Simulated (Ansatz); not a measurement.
# LiAsH+ (quintet): the correlation ladder, 6-31G

How much of the correlation energy of LiAsH+ (quintet) does each wave-function method recover here?

Method: 6-31G, core rule «outside noble gas», up to 15 orbitals frozen; program: Ansatz 0.2.0, Gaussian basis.

Plan: UHF; CCSD(T) on ROHF; CCSD(T) on UHF; BCCD(T) on ROHF; CISD; CCSDT(Q) on ROHF; CCSDT(Q) on UHF; CISDTQ; Full CI.

32 further runs of the same task are left out: 12 for a known fault of the program, 10 that didn't finish, 10 set aside as unsound or not needed.

### 1 What is computed

The geometry is a PBE0/def2-TZVP stationary point (not a proven minimum) of the parent state, kept for this charge and spin. No spin-orbit coupling is included. The filled d shell of As may be among the frozen orbitals whatever the setting's name suggests; the logs give the count.

3 atoms, charge 1, spin multiplicity 5.

Atoms are counted from 1 here; the program's logs count them from 0.

Bond lengths: As1–H3 1.539 Å.

Coordinates:

```
As    0.00000    0.00000    0.67053
Li    0.00000    0.00000   -2.88027
H     0.00000    0.00000    2.20973
```

### 2 UHF

File in.yaml:

```yaml
crystal:
  periodic: [false, false, false]
  atoms:
    - {symbol: As, position_ang: [0.000000, 0.000000, 0.670533]}
    - {symbol: Li, position_ang: [0.000000, 0.000000, -2.880267]}
    - {symbol: H, position_ang: [0.000000, 0.000000, 2.209733]}
basis:
  gaussian: {orbitals: 6-31G}
total_charge: 1
magnetization: {spin_polarized: true, initial_magnetization: 4}
hamiltonian: {xc: hf}
output: {orbitals: {seedname: orbitals}}
```

The run is started by

```bash
$ ansatz run in.yaml --threads 1 --pin off --events-out ev --progress --plain --max-ram 2393MiB
```

The runs that follow: CCSD(T) on ROHF; CCSD(T) on UHF; BCCD(T) on ROHF; CISD; CCSDT(Q) on ROHF; CCSDT(Q) on UHF; CISDTQ; Full CI.

Before running them: what should the planned runs give, taken together? Wanted: FCI from the RHF energy; RMP2 from FCI; UMP2 from FCI; RCCSD from FCI; RCCSD(T) from FCI; UCCSD(T) from FCI; RCCSDT(Q) from FCI; UCCSDT(Q) from FCI; T1 diagnostic.

As calculated:

| quantity | value |
| --- | --- |
| FCI from the ROHF energy | -1.0186 eV |
| RMP2 from FCI | +297.2 meV |
| UMP2 from FCI | +307.8 meV |
| RCCSD from FCI | +13.9 meV |
| RCCSD(T) from FCI | +3.5 meV |
| UCCSD(T) from FCI | -0.9 meV |
| RCCSDT(Q) from FCI | -0.3 meV |
| UCCSDT(Q) from FCI | -4.7 meV |
| levels within 1 kcal/mol (43 meV) | CISD, RCCSD, UCCSD, RCCSD(T), UCCSD(T), BCCD(T), RCCSDT, UCCSDT, CISDTQ, RCCSDT(Q), UCCSDT(Q) |
| T1 diagnostic | 0.014 |
| effectively unpaired electrons | 4.01 |

What this shows: RCCSD(T) lands +3.5 meV from the yardstick (0.3 % of the correlation energy). UCCSDT, UCCSDT(Q) fall below full CI: unrestricted runs freeze a spin-polarised core, another one than full CI's, and coupled cluster isn't variational. One determinant dominates. These misses are within one basis, not against nature; the frozen cores of restricted and unrestricted runs differ, which can shift their rows.

Levels on UHF freeze UHF's core orbitals, full CI those of ROHF, so the U rows can settle a little off it for that reason alone.

With open shells the CI space here admits some triples and quadruples, so it is larger than plain CISD.
